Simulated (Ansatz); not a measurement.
Task: a fixed-spin-moment curve of CoIr, space group P-6m2, with the Ansatz DFT code, driven from Python. Give the script and its output. Level of theory (first run): PBEsol, PAW, the default cutoff (420 eV here), 12×12×7 k-points, Fermi-Dirac smearing of 0.1 eV, collinear spin.

```cif
data_structure
_symmetry_space_group_name_H-M 'P 1'
_symmetry_Int_Tables_number 1
_cell_length_a 2.6746
_cell_length_b 2.6746
_cell_length_c 4.1025
_cell_angle_alpha 90.000
_cell_angle_beta 90.000
_cell_angle_gamma 120.000
_cell_volume 25.42
loop_
_atom_site_label
_atom_site_type_symbol
_atom_site_fract_x
_atom_site_fract_y
_atom_site_fract_z
_atom_site_occupancy
Co1 Co 0.00000 0.00000 0.00000 1
Ir1 Ir 0.66667 0.33333 0.50000 1
```

Script `fsm_coir.py`:
```python
import ansatz as az
import numpy as np
from tabulate import tabulate


def main() -> None:
    vectors = np.array([
        [2.67464, 0.0, 0.0],
        [-1.33732, 2.316306, 0.0],
        [0.0, 0.0, 4.102521],
    ])
    system = (
        az.Lattice.of(vectors)
        .atom("Co", (0.0, 0.0, 0.0))
        .atom("Ir", (2 / 3, 1 / 3, 0.5))
    )

    model = (
        system.calculation()
        .kpoints(12, 12, 7, center="gamma")
        .pseudopotentials("paw")
        .occupations("fermi_dirac")
        .functional(az.Functional.PBESOL)
    )
    rows = []
    for total in [0.0, 0.8, 1.5, 2.2, 3.0]:
        summary = model.spin("collinear", total=total, lock="hard").run().report
        up, down = summary["spin_fermi_energies_ev"]
        rows.append((total, summary["free_energy_ev"], up - down, summary["absolute_magnetization_mub"]))
    reference = rows[0][1]
    rows = [(m, 1000 * (e - reference), split, size) for m, e, split, size in rows]
    print(tabulate(rows, headers=["total muB", "F - F(0) meV", "EF up - down eV", "absolute muB"], floatfmt=".4f", tablefmt="plain"))
    best = min(rows, key=lambda row: row[1])
    print(f"lowest at {best[0]} muB per cell, {best[1]:.1f} meV against the first point")


if __name__ == "__main__":
    main()
```

```console
$ python fsm_coir.py
DeckWarning: basis.ecutwfc = 420 eV, auto-derived from the records' recommended cutoffs: set by Co (normal level)
RunWarning: this spin-polarised run has no starting moment large enough to seed its density, and nothing else in its deck makes the two spin channels differ, so an SCF from that start keeps the [...]
  total muB    F - F(0) meV    EF up - down eV    absolute muB
     0.0000          0.0000             0.0000          0.0000
     0.8000        -49.1203            -0.1693          0.9045
     1.5000        -90.1857            -0.0482          1.6181
     2.2000        -69.3143             0.1983          2.3148
     3.0000        124.8228             1.0616          3.0695
lowest at 1.5 muB per cell, -90.2 meV against the first point
```
(Warnings from the package without file and line, shortened.)

The lowest point lies at 1.5 μB a cell, 90.2 meV below the point at 0 μB; at 3 μB the energy is 215 meV above the lowest.

Absolute energies stand on the zero of these potentials, so only differences at equal settings mean something. A total without «per atom» is that of the whole cell that was run. For a metal this k-point mesh is coarse: on a finer one energies can move by several to tens of meV an atom and pressures by half a GPa or more, differences at one mesh by less. Spin-orbit coupling, which matters for elements this heavy, is left out. This cell is a computed structure, which may not be the phase found in nature. Only points where the Fermi levels of the two spins meet (minima, maxima and zero moment) are free solutions; a shallow minimum can lie between the points. Run time: 55 s on 1 thread of Arm Neoverse V2, on a shared host, peak memory 0.48 GiB.
